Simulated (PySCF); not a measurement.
# C6H7N3O: the cost of one run

Computed with PySCF 2.14.0 and routines of our own; the level stands in each step. Atoms count from 0.

## 1. The starting structure

17 atoms, charge 0, multiplicity 1; geometry from: GFN2-xTB.

## 2. Geometry optimisation at PBE0-D3(BJ)/def2-SVP

The job: settings as JSON, then the geometry in Å.

```
{"job": {"xc": "PBE0", "basis": "def2-SVP", "d3": "d3bj", "grid": 2, "kind": "geom"}, "charge": 0, "multiplicity": 1}
C      3.335309    -0.089494     0.314523
O      2.406363    -1.017199     0.840064
C      1.116461    -0.836273     0.572727
C      0.540262     0.136335    -0.151956
C     -0.884065     0.181088    -0.341511
N     -1.372511     1.185915    -1.081028
C     -2.678637     1.196144    -1.232925
N     -3.524974     0.312310    -0.726088
C     -2.945902    -0.642444    -0.011682
N     -1.657445    -0.762920     0.215165
H      4.315610    -0.422003     0.649714
H      3.303405    -0.079314    -0.777912
H      3.138905     0.917662     0.691053
H      0.504966    -1.605836     1.026705
H      1.090674     0.930399    -0.629752
H     -3.099756     1.999692    -1.825771
H     -3.595663    -1.392032     0.425161
```

On the command line:

```bash
$ OMP_NUM_THREADS=1 python excited_run.py task.json out
```

This one command runs all jobs of the session in turn.

Q: Estimate the wall time and peak memory of this first job on 1 thread of Arm Neoverse V1, shared host.

About 61 s, with a peak of 0.8 GiB.
